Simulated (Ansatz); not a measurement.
# C₂H₃BClF: a ladder of functionals and wavefunction methods

The task here is to estimate one member of a computed series from the others.

Method: functionals in def2-TZVPP, the program's frozen cores in correlated methods; program: Ansatz 0.2.0, Gaussian basis.

Plan: LDA (SPW92), PBE-D4, revPBE-D4, BLYP-D4, r2SCAN-D4, B97M-V, PBE0-D4, B3LYP-D4, r2SCANh-D4, r2SCAN0-D4, HSE06-D4, BHLYP-D4, CAM-B3LYP-D4, LC-ωPBE, ωB97X-V, ωB97M-V, B2PLYP, PBE-QIDH; CCSD(T)/def2-SVP; CCSD(T)/def2-TZVPP; MP2/def2-QZVPP; extrapolation to the limit; RPA on PBE.

## The relaxed structure

An earlier PBE0-D4 in a triple-zeta def2 set relaxation fixed the geometry.

SMILES `F[C@H]1B[C@@H]1Cl`, 8 atoms, charge 0, spin multiplicity 1.

Atoms are counted from 1 here; the program's logs count them from 0.

Bond lengths: F1–C2 1.365 Å, C2–B3 1.541 Å, C2–C4 1.485 Å, C2–H6 1.095 Å, B3–C4 1.538 Å, B3–H7 1.182 Å, C4–Cl5 1.751 Å, C4–H8 1.098 Å. Angles: F1–C2–B3 129.8°, F1–C2–C4 121.8°, F1–C2–H6 111.5°, B3–C2–C4 61.0°, B3–C2–H6 110.8°, C4–C2–H6 112.9°, C2–B3–C4 57.7°, C2–B3–H7 153.1°, C4–B3–H7 149.0°, C2–C4–B3 61.3°, C2–C4–Cl5 124.8°, C2–C4–H8 112.1°, B3–C4–Cl5 134.8°, B3–C4–H8 103.7°, Cl5–C4–H8 111.2°.

Set-up of the first run:

in.yaml

```yaml
crystal:
  periodic: [false, false, false]
  atoms:
    - {symbol: F, position_ang: [-1.107230, -0.172497, 1.646347]}
    - {symbol: C, position_ang: [-0.245070, 0.318147, 0.709021]}
    - {symbol: B, position_ang: [1.043113, -0.301889, 0.132864]}
    - {symbol: C, position_ang: [-0.248438, -0.175256, -0.692008]}
    - {symbol: Cl, position_ang: [-0.737164, 0.767973, -2.083394]}
    - {symbol: H, position_ang: [-0.154984, 1.406974, 0.777561]}
    - {symbol: H, position_ang: [2.155280, -0.692248, 0.219464]}
    - {symbol: H, position_ang: [-0.613206, -1.208302, -0.765554]}
basis:
  gaussian: {orbitals: def2-TZVPP}
hamiltonian: {xc: lda}
output: {orbitals: {seedname: orbitals}}
```

Launch:

```sh
ansatz run in.yaml --threads 2 --pin off --events-out ev --progress --plain --max-ram 4352MiB
```

Steps of the session up to this table: LDA; PBE-D4 (GGA); revPBE-D4 (GGA); BLYP-D4 (GGA); r2SCAN-D4 (meta-GGA); B97M-V (meta-GGA); PBE0-D4 (hybrid); B3LYP-D4 (hybrid); r2SCANh-D4 (hybrid); r2SCAN0-D4 (hybrid); HSE06-D4 (hybrid); BHLYP-D4 (hybrid); CAM-B3LYP-D4 (range-separated); LC-ωPBE (range-separated); ωB97X-V (range-separated); ωB97M-V (range-separated); B2PLYP (double hybrid); PBE-QIDH (double hybrid).

One of the session's tables, all rows but one given; the rest of the session is left out.

It belongs to the step «Orbital energies across the functionals». 

```
  functional  HOMO (eV)  LUMO (eV)  gap (eV)
 LDA (SPW92)      -6.64      -3.90      2.74
      PBE-D4      -6.49      -3.59      2.89
   revPBE-D4      -6.43      -3.47      2.96
     BLYP-D4      -6.36      -3.42      2.94
   r2SCAN-D4      -6.76      -3.26      3.50
      B97M-V      -6.85      -3.24      3.60
     PBE0-D4      -7.81      -2.57      5.25
    B3LYP-D4      -7.59      -2.78      4.81
  r2SCANh-D4      -7.25      -2.90      4.35
  r2SCAN0-D4      -7.99      -2.37      5.61
    HSE06-D4      -7.41      -2.95      4.46
    BHLYP-D4      -9.04      -1.45      7.59
CAM-B3LYP-D4          ?          ?         ?
     LC-ωPBE     -10.58      -0.18     10.39
     ωB97X-V     -10.19      -0.28      9.92
     ωB97M-V     -10.05      -0.50      9.55
```

Q: Estimate the row for CAM-B3LYP-D4 from the others.

As computed: HOMO (eV): -9.20; LUMO (eV): -1.41; gap (eV): 7.79. In the column «HOMO (eV)» it lies between ωB97M-V (-10.05) and BHLYP-D4 (-9.04).
